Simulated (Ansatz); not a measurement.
Write a Python script for Ansatz's Python interface that makes vertical spin-state energies of C₂H₆OSSi, SMILES COC([SiH3])=S. Use (for the species named): CAM-B3LYP, 6-31G* basis, multiplicity 1.

```json
{"atom": "C", "x (Å)": "-1.0940", "y (Å)": "1.2578", "z (Å)": "0.0881"}
{"atom": "O", "x (Å)": "-0.1955", "y (Å)": "1.0485", "z (Å)": "-0.9710"}
{"atom": "C", "x (Å)": "0.6147", "y (Å)": "-0.0191", "z (Å)": "-0.9225"}
{"atom": "Si", "x (Å)": "0.8355", "y (Å)": "-1.3080", "z (Å)": "0.4320"}
{"atom": "S", "x (Å)": "1.6917", "y (Å)": "-0.1728", "z (Å)": "-2.2251"}
{"atom": "H", "x (Å)": "-1.6983", "y (Å)": "2.2223", "z (Å)": "-0.1904"}
{"atom": "H", "x (Å)": "-0.6007", "y (Å)": "1.4838", "z (Å)": "1.0283"}
{"atom": "H", "x (Å)": "-1.8126", "y (Å)": "0.4908", "z (Å)": "0.1482"}
{"atom": "H", "x (Å)": "-0.2245", "y (Å)": "-1.0324", "z (Å)": "1.5588"}
{"atom": "H", "x (Å)": "2.0982", "y (Å)": "-1.3401", "z (Å)": "1.1191"}
{"atom": "H", "x (Å)": "0.4509", "y (Å)": "-2.6877", "z (Å)": "-0.0450"}
```

`c2h6ossi.py`:
```python
import warnings

import ansatz as az

BASIS = "6-31G*"
FUNCTIONAL = "CAM-B3LYP"

GEOMETRY = """
C    -1.09400    1.25780    0.08810
O    -0.19550    1.04850   -0.97100
C     0.61470   -0.01910   -0.92250
Si    0.83550   -1.30800    0.43200
S     1.69170   -0.17280   -2.22510
H    -1.69830    2.22230   -0.19040
H    -0.60070    1.48380    1.02830
H    -1.81260    0.49080    0.14820
H    -0.22450   -1.03240    1.55880
H     2.09820   -1.34010    1.11910
H     0.45090   -2.68770   -0.04500
"""

warnings.simplefilter("ignore", az.DeckWarning)

c2h6ossi = az.Crystal.molecule()
for line in GEOMETRY.strip().splitlines():
    symbol, *xyz = line.split()
    c2h6ossi = c2h6ossi.atom(symbol, [float(v) for v in xyz])

calc = (
    c2h6ossi.calculation()
    .basis(gaussian=BASIS)
    .functional(FUNCTIONAL)
)
found = {}
for unpaired in [0, 2]:
    summary = calc.spin("collinear", total=unpaired).run(threads=1, pin="off").report
    s = unpaired / 2
    found[unpaired] = summary["free_energy_ev"]
    print(f"2S+1 = {unpaired + 1}: E = {found[unpaired]:.5f} eV, <S^2> = {abs(summary['mean_field']['state']['spin_squared']):.3f} (pure state {s * (s + 1):.2f})")
lowest = min(found, key=found.get)
for unpaired, e in found.items():
    print(f"multiplicity {unpaired + 1}: {23.060548 * (e - found[lowest]):.1f} kcal/mol above the lowest")
```

```console
$ python c2h6ossi.py
2S+1 = 1: E = -22927.63409 eV, <S^2> = 0.000 (pure state 0.00)
2S+1 = 3: E = -22925.58926 eV, <S^2> = 2.007 (pure state 2.00)
multiplicity 1: 0.0 kcal/mol above the lowest
multiplicity 3: 47.2 kcal/mol above the lowest
```

In order: multiplicity 1 (+0.00 eV) and multiplicity 3 (+2.04 eV), all at the one geometry.

What to keep in mind:
- Total energies depend on the basis set; only differences at equal settings carry meaning.
- The geometry is a force-field or estimated start, not a minimum of this method, and the basis set is short of its limit. All parts are taken at fixed geometry, without zero-point energy.
- It ran for 24 s on 1 thread of Arm Neoverse V2 (shared host), peak memory 0.38 GiB.

(Lines on the test bed's own set-up are left out of the output.)
